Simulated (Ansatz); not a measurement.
Geometry optimisation, DFT r2SCAN, scalar-relativistic, plane waves, PAW in Ansatz.

Input file:

```yaml
crystal:
  lattice:
    - [0.0, 5.43, 5.43]
    - [5.43, 0.0, 5.43]
    - [5.43, 5.43, 0.0]
  atoms:
    - { symbol: Si, position: [0.0, 0.0, 0.0] }
    - { symbol: Si, position: [0.125, 0.125, 0.125] }
    - { symbol: Si, position: [0.0, 0.0, 0.5] }
    - { symbol: Si, position: [0.125, 0.125, 0.625] }
    - { symbol: Si, position: [0.0, 0.5, 0.0] }
    - { symbol: Si, position: [0.125, 0.625, 0.125] }
    - { symbol: Si, position: [0.0, 0.5, 0.5] }
    - { symbol: Si, position: [0.125, 0.625, 0.625] }
    - { symbol: Si, position: [0.5, 0.0, 0.0] }
    - { symbol: Si, position: [0.625, 0.125, 0.125] }
    - { symbol: Si, position: [0.5, 0.0, 0.5] }
    - { symbol: Si, position: [0.625, 0.125, 0.625] }
    - { symbol: Si, position: [0.5, 0.5, 0.0] }
    - { symbol: Si, position: [0.625, 0.625, 0.125] }
    - { symbol: Si, position: [0.5, 0.5, 0.5] }
    - { symbol: Si, position: [0.625, 0.625, 0.625] }
    - { symbol: Co, position: [0.3793529, 0.3651804, 0.8664579], spin: 1.0 }
magnetization:
  spin_polarized: true
basis:
  ecutwfc: 500.0
kpoints:
  mp_grid: { grid: [2, 2, 2] }
hamiltonian:
  xc: r2scan
  pseudopotentials: { kind: paw, azcp: { folder: soft_1 } }
scf:
  occupations: { method: gaussian, width: 0.02 }
  lower_state_search: "off"
relax:
  f_tol: 0.03
  max_steps: 60
  adjacent_minimum: "off"
```

Command:

```bash
$ ansatz run input.yaml --threads 4 --pin off --max-ram 10240MiB --backend cpu --events-out ev --progress --plain --runs-dir out
```

Problem. Where does it end, and by what steps?

Solution. The run converged. The force dipped under the threshold on the way, but the program's further checks kept it going. Limits of this set-up: coarse k mesh, a small cell, in which the defect meets its images, a typed lattice constant that wasn't relaxed here. After 5 steps the energy has fallen by 0.058 eV; Si9 moved furthest, 0.06 Å.

```
step  energy less start (eV)  largest force component (eV/Å)  accepted
   0                  0.0000                           0.453       yes
   1                 -0.0357                           0.234       yes
   2                 -0.0515                           0.111       yes
   3                 -0.0462                           0.115        no
   4                 -0.0576                           0.024       yes
   5                 -0.0578                           0.009       yes
```

```xyz
17
Lattice="0.0000 5.4300 5.4300 5.4300 0.0000 5.4300 5.4300 5.4300 0.0000" Properties=species:S:1:pos:R:3
Si -0.011 0.002 -0.004
Si 1.355 1.376 1.335
Si 2.757 2.715 0.000
Si 4.090 4.072 1.357
Si 2.688 -0.012 2.703
Si 4.048 1.356 4.071
Si 5.419 2.711 2.717
Si 6.785 4.050 4.091
Si -0.010 2.759 2.669
Si 1.354 4.093 4.051
Si 2.757 5.429 2.713
Si 4.116 6.787 4.071
Si 2.687 2.723 5.437
Si 4.028 4.071 6.785
Si 5.420 5.384 5.473
Si 6.784 6.766 6.807
Co 6.720 6.785 4.069
```

Whether the end is a true minimum wasn't checked by a vibrational analysis.

Time of the run: 3.7 min on 4 threads of Arm Neoverse V1, with other jobs on the host, peak memory 1.8 GiB.
